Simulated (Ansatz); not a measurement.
# GeHO (quartet): B2PLYP, RPA-PBE over vertical spin and charge gaps, cc-pVDZ

Aim: run GeHO (quartet) with these functionals over vertical spin and charge gaps, and hold them against the top wave-function level at the same points.

Method: cc-pVDZ, all electrons in the functionals, frozen cores in the correlation of double hybrids and RPA; program: Ansatz 0.2.0, Gaussian basis.

To be run: B2PLYP, RPA-PBE, at charge 0, quartet; charge 0, doublet; charge 0, sextet; charge 1, triplet; charge 1, quintet.

9 further runs of the same task are left out: 4 for a known fault of the program, 5 set aside as unsound or not needed.

## Step 1: The geometry

The geometry is a PBE0/def2-TZVP stationary point (not a proven minimum). No spin-orbit coupling is included. The filled d shell of Ge may be among the frozen orbitals whatever the setting's name suggests; the logs give the count.

3 atoms, charge 0, spin multiplicity 4.

Atoms are counted from 1 here; the program's logs count them from 0.

Bond lengths: Ge1–O2 1.855 Å, Ge1–H3 1.563 Å. Angles: O2–Ge1–H3 114.5°.

No dispersion term is added.

The geometry shown and the zero of energy belong to the point charge 0, quartet. The yardstick, UCCSDTQ, and other wave-function levels (R restricted, U unrestricted, valence and pair active spaces) come from earlier runs.

## Step 2: B2PLYP, charge 0, quartet

The input, in.yaml:

```yaml
crystal:
  periodic: [false, false, false]
  atoms:
    - {symbol: Ge, position_ang: [0.000000, -0.037540, 0.321995]}
    - {symbol: O, position_ang: [0.000000, 0.086176, -1.528961]}
    - {symbol: H, position_ang: [0.000000, 1.337542, 1.064259]}
basis:
  gaussian: {orbitals: cc-pVDZ}
magnetization: {spin_polarized: true, initial_magnetization: 3}
hamiltonian: {xc: {name: B2PLYP}}
correlation: {electrons: outside_noble_gas}
```

The run is started by

```bash
ansatz run in.yaml --threads 1 --pin off --events-out ev --progress --plain --max-ram 2816MiB --backend cpu
```

The runs that follow: B2PLYP, charge 0, doublet; B2PLYP, charge 0, sextet; B2PLYP, charge 1, triplet; B2PLYP, charge 1, quintet; RPA-PBE, charge 0, quartet; RPA-PBE, charge 0, doublet; RPA-PBE, charge 0, sextet; RPA-PBE, charge 1, triplet; RPA-PBE, charge 1, quintet.

Q: Predict the results of all the runs planned. Wanted: quartet to doublet, UCCSDTQ; quartet to sextet, UCCSDTQ; ionisation to the triplet cation, UCCSDTQ; ionisation to the quintet cation, UCCSDTQ; largest miss, B2PLYP; largest miss, RPA-PBE.

The runs gave:

| quantity | value |
| --- | --- |
| quartet to doublet, UCCSDTQ | -56.2 kcal/mol |
| quartet to sextet, UCCSDTQ | 145.4 kcal/mol |
| ionisation to the triplet cation, UCCSDTQ | 171.4 kcal/mol |
| ionisation to the quintet cation, UCCSDTQ | 260.3 kcal/mol |
| largest miss, B2PLYP | +7.7 kcal/mol (ionisation to the quintet cation) |
| largest miss, RPA-PBE | +6.1 kcal/mol (ionisation to the quintet cation) |

In words: Of the functionals, RPA-PBE keep the smallest largest miss at the points compared (at most 6.1 kcal/mol) and B2PLYP strays most (7.7 kcal/mol, at ionisation to the quintet cation). Functionals and the yardstick converge differently with the basis, so part of each miss in cc-pVDZ is the basis.
